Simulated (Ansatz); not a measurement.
The system is Ta3AsAu2O13.

```
Ta As Au O
1.0
     5.72385   -0.00745   -0.00403
     1.30279    6.25499    0.00561
     0.27574    1.30074    8.36754
Ta As Au O
3 1 2 13
Cartesian
  1.8016 2.6675 4.8901
  0.6106 1.9943 8.3559
  4.2828 4.5395 4.2252
  4.7578 6.6860 6.9518
  3.4916 0.8150 1.5556
  1.4492 5.7148 3.7432
  4.8936 5.2811 5.9496
  3.3221 1.7411 5.8246
  6.2809 6.7422 7.6940
  3.3672 6.6706 7.9235
  4.5687 1.8638 0.2577
  1.7240 1.5064 0.9269
  0.9962 1.2256 4.1088
  3.3758 2.9946 3.6400
  0.9058 2.6910 6.5776
  6.1615 3.9169 3.8186
  4.0664 5.7780 2.9290
  2.4385 4.7506 5.2300
  6.5613 6.2408 1.8957
```

The cell was built by a generator and needn't be a form met in nature.

Base run:

* Program: Ansatz 0.2.0
* Functional: PBE
* Potentials or basis: Ansatz PAW
* Cutoff: 420 eV (not typed: the program's choice for these potentials)
* k mesh: 5 × 5 × 4
* Occupations: fermi-dirac, width 0.05 eV
* Spin: no spin polarisation
* Hubbard terms: Au d U = 2 eV, Ta d U = 2 eV

Its results: band gap on the k mesh 1.41 eV, indirect (least direct gap 1.44 eV); pressure 0.7 GPa; largest force 0.129 eV/Å.

Q: The run is repeated on the same cell with these changes: hubbard terms from Au d U = 2 eV, Ta d U = 2 eV to Au d U = 4 eV, Ta d U = 4 eV. What comes out?

A: Band gap on the k mesh 1.46 eV, direct; pressure 1.4 GPa; largest force 0.228 eV/Å.

Caveats: odd divisions of the mesh miss points on the zone boundary, where band edges often lie, so the gap on the mesh can be too wide; spin-orbit coupling is left out, which moves the levels of the heavy elements.

A k mesh can miss the band edges.
